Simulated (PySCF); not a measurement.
# GaCl: changing the method

Aim: see what other levels and later steps give for GaCl.

The runs use PySCF 2.14.0; method and basis as typed in the scripts.

4 further runs of the same task are left out: 4 that didn't finish.

### 1 The system as given

GaCl: 2 atoms, charge 0, spin multiplicity 1.

Bond lengths: Ga1–Cl2 2.284 Å.

### 2 The base run

input.py reads:

```python
from pyscf import gto, scf, mp

mol = gto.M(
    atom='Ga 0 0 0; Cl 0 0 2.284',
    basis='sbkjc',
    ecp={'Ga': 'sbkjc', 'Cl': 'sbkjc'},
    charge=0,
    spin=0,
    verbose=4,
)
mf = scf.RHF(mol)
mf.kernel()
mp.MP2(mf, frozen=4).kernel()
mf.dip_moment()
print('orbital energies (hartree):', mf.mo_energy[..., max(0, mol.nelec[1]-3):mol.nelec[0]+3].round(4))
```

Command:

```sh
$ python input.py
```

### 3 Stability test

Edit 1 changes step after the SCF: mp2 → stability.

Changes to input.py since step 2:

```diff
@@ -1,2 +1,2 @@
-from pyscf import gto, scf, mp
+from pyscf import gto, scf
 
@@ -12,3 +12,3 @@
 mf.kernel()
-mp.MP2(mf, frozen=4).kernel()
+mf.stability(internal=True, external=True)
 mf.dip_moment()
```

### 4 ROHF

Edit 2 changes SCF type: RHF → ROHF.

Changes to input.py since step 2:

```diff
@@ -10,3 +10,3 @@
 )
-mf = scf.RHF(mol)
+mf = scf.ROHF(mol)
 mf.kernel()
```

### 5 Gradient

Edit 3 changes step after the SCF: mp2 → gradient.

Changes to input.py since step 2:

```diff
@@ -1,2 +1,2 @@
-from pyscf import gto, scf, mp
+from pyscf import gto, scf
 
@@ -12,3 +12,3 @@
 mf.kernel()
-mp.MP2(mf, frozen=4).kernel()
+mf.nuc_grad_method().kernel()
 mf.dip_moment()
```

### 6 CASSCF

Edit 4 changes step after the SCF: mp2 → casscf; active space: none → 4 electrons in 4 orbitals.

Changes to input.py since step 2:

```diff
@@ -1,2 +1,2 @@
-from pyscf import gto, scf, mp
+from pyscf import gto, scf, mcscf
 
@@ -12,3 +12,5 @@
 mf.kernel()
-mp.MP2(mf, frozen=4).kernel()
+mc = mcscf.CASSCF(mf, 4, 4)
+mc.kernel()
+mc.analyze()
 mf.dip_moment()
```

What does the calculation give? Wanted: for each run, E(SCF); from base; gap; SCF dipole; after the SCF.

As calculated:

```
           run  E(SCF) (hartree)  from base (eV)  cycles  gap (eV)  SCF dipole (D)                           after the SCF
          base       -271.911170               0      12     10.75            3.96  MP2 correlation -7.371 eV, core frozen
stability test       -271.911170          0.0000      12     10.75            3.96                                  stable
          ROHF       -271.911170          0.0000      12       n/a            3.96  MP2 correlation -7.371 eV, core frozen
      gradient       -271.911170          0.0000      12     10.75            3.96                                     n/a
        CASSCF       -271.911170          0.0000      12     10.75            3.96            CASSCF correlation -0.692 eV
```

The SCF energy stays the same, to the digits that matter, with ROHF.
